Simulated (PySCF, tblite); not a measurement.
**C3H6BF3Si: geometry, infrared bands and NMR shifts**

Aim: predict the infrared bands and NMR shifts of C3H6BF3Si (`BC(=C)[Si](F)(F)CF`).

Programs: tblite 0.8.0 and PySCF 2.14.0, with density-fitted response routines of our own. Each step states its level of theory. These are calculated values for one molecule in the gas phase, unless marked as measured. Atoms are numbered from 0 throughout.

### 1 The molecule as given

14 atoms, charge 0, multiplicity 1; geometry from: force field or distance geometry start.

Bonds of the start (Å): B0–C1 1.56, C1–C2 1.34, C1–Si3 1.86, Si3–F4 1.68, Si3–F5 1.68, Si3–C6 1.87, C6–F7 1.39, B0–H8 1.19, B0–H9 1.17, C2–H10 1.08, C2–H11 1.10, C6–H12 1.10, C6–H13 1.11.

### 2 Optimising the geometry with GFN2-xTB

The job: settings as JSON, then the geometry in Å.

```
{"job": {"kind": "relax", "xc": "GFN2-xTB", "basis": "xTB"}, "charge": 0, "multiplicity": 1}
B     -1.786500    -0.945400    -0.563000
C     -0.935100     0.211200     0.055200
C     -1.338600     0.854000     1.159700
Si     0.723400     0.594000    -0.683300
F      1.127500     2.195400    -0.371400
F      0.673000     0.323800    -2.343000
C      2.013100    -0.524000     0.086600
F      2.070200    -0.300400     1.457300
H     -2.838000    -1.231400    -0.094900
H     -1.407600    -1.539700    -1.499800
H     -0.741100     1.631400     1.608100
H     -2.308500     0.624700     1.618700
H      2.998000    -0.306700    -0.347700
H      1.749400    -1.587300    -0.104600
```

Started as:

```
> OMP_NUM_THREADS=1 python probes_run.py task.json out
```

This one command runs all jobs of the session in turn.

**Question.** This job is followed by: GFN2-xTB harmonic vibrations, gas phase; GIAO PBE0/pcSseg-1 NMR shielding, non-relativistic, gas phase. What will the session give for the following? strongest single infrared mode (GFN2-xTB); zero-point energy (GFN2-xTB); 13C shifts against TMS (PBE0/pcSseg-1); 1H shifts against TMS (PBE0/pcSseg-1, means over atoms taken as alike); 11B shifts against BF3·OEt2 (PBE0/pcSseg-1); 29Si shifts against TMS (PBE0/pcSseg-1); 19F shifts against CFCl3 (PBE0/pcSseg-1, means over atoms taken as alike).

As calculated:

| quantity | value |
| --- | --- |
| strongest single infrared mode (GFN2-xTB) | 832 cm⁻¹, 338 km/mol |
| zero-point energy (GFN2-xTB) | 54.2 kcal/mol |
| 13C shifts against TMS (PBE0/pcSseg-1) | 167.7, 157.3, 78.4 ppm |
| 1H shifts against TMS (PBE0/pcSseg-1, means over atoms taken as alike) | 7.41, 7.40, 7.33, 5.06 ppm |
| 11B shifts against BF3·OEt2 (PBE0/pcSseg-1) | 76.5 ppm |
| 29Si shifts against TMS (PBE0/pcSseg-1) | -15.1 ppm |
| 19F shifts against CFCl3 (PBE0/pcSseg-1, means over atoms taken as alike) | -157.7, -310.5 ppm |

**Reading.** The optimisation took 75 steps and gained 0.326 eV; among the close pairs (by a distance rule), Si3–F5 changed most, from 1.682 to 1.608 Å. All 36 modes are real, so the xTB geometry is a minimum. The strongest single mode, at 832 cm⁻¹, is carried by Si3, F5, F4. GFN2-xTB is a fitted tight-binding method: band positions and strengths are rough. Its intensities can rank the bands wrongly. At PBE0/pcSseg-1: The widest tensor belongs to C2: span 265 ppm, with a paramagnetic part of -234 ppm.
